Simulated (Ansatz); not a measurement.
# ZrGe+ (doublet): wave-function methods side by side, def2-SVP

One table from this session's results is given with a row withheld; the runs are named, their logs left out.

Method: def2-SVP, core rule «outside noble gas», up to 18 orbitals frozen; program: Ansatz 0.2.0, Gaussian basis.

To be run: UHF; CCSD(T) on ROHF; CCSD(T) on UHF; CISD; CCSDT(Q) on ROHF; CCSDT(Q) on UHF.

18 further runs of the same task are left out: 7 for a known fault of the program, 3 that didn't finish, 8 set aside as unsound or not needed.

**What is computed**

The geometry is a PBE0/def2-TZVP stationary point (not a proven minimum) of the parent state, kept for this charge and spin. No spin-orbit coupling is included. Elements past krypton take def2 core potentials. The filled d shell of Ge may be among the frozen orbitals whatever the setting's name suggests; the logs give the count.

2 atoms, charge 1, spin multiplicity 2.

Atoms are counted from 1 here; the program's logs count them from 0.

Bond lengths: Zr1–Ge2 2.378 Å.

Geometry (Å):

```xyz
2
GeZr
Zr    0.00000    0.00000    0.00000
Ge    0.00000    0.00000    2.37825
```

Set-up of the first run:

File in.yaml:

```yaml
crystal:
  periodic: [false, false, false]
  atoms:
    - {symbol: Zr, position_ang: [0.000000, 0.000000, 0.000000]}
    - {symbol: Ge, position_ang: [0.000000, 0.000000, 2.378252]}
basis:
  gaussian: {orbitals: def2-SVP}
total_charge: 1
magnetization: {spin_polarized: true, initial_magnetization: 1}
hamiltonian: {xc: hf}
output: {orbitals: {seedname: orbitals}}
```

Command:

```
$ ansatz run in.yaml --threads 1 --pin off --events-out ev --progress --plain --max-ram 2393MiB
```

Steps of the session up to this table: UHF; CCSD(T) on ROHF; CCSD(T) on UHF; CISD; CCSDT(Q) on ROHF; CCSDT(Q) on UHF.

One table of the session follows, with a row left open; its other results are not shown here.

It belongs to the step «Misses and costs». 

| method | from RCCSDT(Q) (meV) |
| --- | --- |
| ROHF | +5017.9 |
| RMP2 | +781.4 |
| UMP2 | +1625.5 |
| RCCSD | +463.0 |
| UCCSD | +458.9 |
| RCCSD(T) | +116.9 |
| UCCSD(T) | +188.7 |
| RCCSDT | ? |
| UCCSDT | +84.5 |
| RCCSDT(Q) | 0 |
| UCCSDT(Q) | +30.4 |

Q: Estimate the row for RCCSDT from the others.

The run gave: from RCCSDT(Q) (meV): +67.4. In the column «from RCCSDT(Q) (meV)» it lies between UCCSDT(Q) (+30.4) and UCCSDT (+84.5).

Not comparable, so not listed: CISD (they don't share determinant, frozen orbitals or solution with the rows shown, or repeat one).

Left out of the table: UHF (another determinant or state than the rows shown).

Caveats from the session: The determinant is far from a pure spin state, so its energy mixes those of several spin states (harmless only where they are near-degenerate, as at dissociation). Warnings: spin contamination; coupled cluster took another determinant than the lowest; large T1 diagnostic. Restricted and unrestricted rows rest on different reference determinants; where their highest levels disagree by more than a few hundredths of an eV, they describe different states and don't form one ladder.
